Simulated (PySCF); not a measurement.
# CH7O2PSi2: the cost of one run

Computed with PySCF 2.14.0, with density-fitted response routines of our own, on a single molecule in the gas phase. Atoms are numbered from 0 throughout.

## (1) The starting structure

13 atoms, charge 0, multiplicity 1; geometry from: GFN2-xTB. The atoms were then displaced at random by about 0.01 Å, so the start is not that level's minimum.

Bonds of the start (Å): O0–C1 1.23, C1–O2 1.34, C1–Si3 1.89, Si3–Si4 2.37, Si3–P5 2.24, O2–H6 1.00, Si3–H7 1.48, Si4–H8 1.47, Si4–H9 1.45, Si4–H10 1.47, P5–H11 1.40, P5–H12 1.40.

## (2) Optimising the geometry at PBE0-D3(BJ)/def2-SVP

Job settings and geometry (Å):

```
{"job": {"xc": "PBE0", "basis": "def2-SVP", "d3": "d3bj", "grid": 1, "shake": 0.01, "kind": "geom"}, "charge": 0, "multiplicity": 1}
O      1.878890    -1.670780     0.968650
C      1.489870    -0.712150     0.299180
O      2.177620    -0.256220    -0.754190
Si    -0.086510     0.309090     0.511800
Si    -1.974100    -1.021080    -0.001670
P      0.289050     1.920970    -0.993550
H      3.020720    -0.770680    -0.889280
H     -0.069540     0.763270     1.915550
H     -3.192040    -0.194910     0.012600
H     -1.865470    -1.654080    -1.296120
H     -2.177620    -2.075410     1.007040
H      1.256590     2.571940    -0.226230
H     -0.741640     2.773150    -0.564120
```

The run is started by

```bash
$ OMP_NUM_THREADS=1 python probes_run.py task.json out
```

This one command runs all jobs of the session in turn.

Q: Estimate the wall time and peak memory of this first job on 1 thread of Arm Neoverse V2, shared host.

About 1.7 min, with a peak of 0.52 GiB.
